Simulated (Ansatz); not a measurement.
I need a ladder of methods at one geometry of BFH₆NPSi, SMILES BP[SiH](N)F. Use the Python package of Ansatz (0.2.0). Level of theory (for the species named): LDA, cc-pVDZ basis, multiplicity 1. The script varies functional: lda, pbe0, hse06, cam_b3lyp, r2scan0.

```xyz
11

B    -0.5104    2.0832   -0.4913
P    -0.1583    0.4094   -1.2880
Si   -0.2025   -0.6558    0.6320
N     0.5906   -2.2841    0.4232
F    -1.7532   -0.7904    1.1886
H    -1.4248    2.8070   -0.9573
H     0.1416    2.5600    0.3711
H     1.3205    0.6453   -1.2935
H     0.6433    0.0984    1.6690
H     1.4795   -2.1675    0.0606
H    -0.0609   -2.7626   -0.2936
```

Script `methods.py`:
```python
# -*- coding: utf-8 -*-
"""One geometry of BFH6NPSi, method by method."""

from pathlib import Path
import logging
import sys

import ansatz as az
import numpy as np

logging.basicConfig(stream=sys.stdout, format="%(levelname)s:%(name)s:%(message)s")
log = logging.getLogger("run")
log.setLevel(logging.INFO)


def main():
    mol = (
        az.Crystal.molecule()
        .atom("B", (-0.5104, 2.0832, -0.4913))
        .atom("P", (-0.1583, 0.4094, -1.288))
        .atom("Si", (-0.2025, -0.6558, 0.632))
        .atom("N", (0.5906, -2.2841, 0.4232))
        .atom("F", (-1.7532, -0.7904, 1.1886))
        .atom("H", (-1.4248, 2.807, -0.9573))
        .atom("H", (0.1416, 2.56, 0.3711))
        .atom("H", (1.3205, 0.6453, -1.2935))
        .atom("H", (0.6433, 0.0984, 1.669))
        .atom("H", (1.4795, -2.1675, 0.0606))
        .atom("H", (-0.0609, -2.7626, -0.2936))
    )

    calculation = mol.calculation().basis(gaussian="cc-pVDZ")

    log.info("functional    E (Ha)        dipole (D)   HOMO (eV)  LUMO (eV)")
    for name in ["lda", "pbe0", "hse06", "cam_b3lyp", "r2scan0"]:
        rep = calculation.functional(name).forces().orbitals().run(threads=1, runs_dir="runs").report
        lines = Path(rep["orbitals_path"]).read_text().splitlines()
        field_of = lambda key: [line.split("=")[1].strip() for line in lines if line.startswith(key)]
        orbitals = [(27.211386 * float(e), s, float(n)) for e, s, n in zip(field_of("Ene="), field_of("Spin="), field_of("Occup="))]
        homo = max(e for e, _, n in orbitals if n > 0.5)
        lumo = min(e for e, _, n in orbitals if n < 0.5)
        dipole = 4.803205 * np.linalg.norm(rep["charge_distribution"]["dipole_moment_e_ang"])
        log.info(f"{name:10s} {rep['free_energy_ev'] / 27.211386246:14.6f} {dipole:9.3f} {homo:11.3f} {lumo:10.3f}")


if __name__ == "__main__":
    main()
```

```console
$ python methods.py
INFO:run:functional    E (Ha)        dipole (D)   HOMO (eV)  LUMO (eV)
INFO:run:lda           -810.089805     2.182      -6.077     -3.496
INFO:run:pbe0          -813.488834     2.124      -7.220     -2.374
INFO:run:hse06         -813.466552     2.124      -6.825     -2.755
INFO:run:cam_b3lyp     -813.870952     2.090      -8.451     -1.206
INFO:run:r2scan0       -813.766825     2.154      -7.402     -2.229
```

Total energies depend on the basis set; only differences at equal settings carry meaning. The geometry is a force-field or estimated start, not a minimum of this method, and the basis set is short of its limit. A lower total doesn't mark the better method: functionals have no common bound, and MP2 and coupled cluster aren't variational. Levels such as HOMO and LUMO are orbital energies: with these approximate functionals they aren't the ionisation energy and electron affinity, and their gap isn't the fundamental gap. For Al to Cl the sets with a tight d function, cc-pV(X+d)Z, are usual. hse06 follows the composition of plane-wave codes, whose totals differ by tens of mHa, up to about 0.1 Ha, from the form usual in Gaussian-basis programs (wpbeh). Run time: 25 s on 1 thread of Arm Neoverse V2, with other jobs on the host, peak memory 0.33 GiB.

(A comment or docstring line of the script was reworded after the run, the code is as it ran; lines on the test bed's own set-up are left out of the output.)
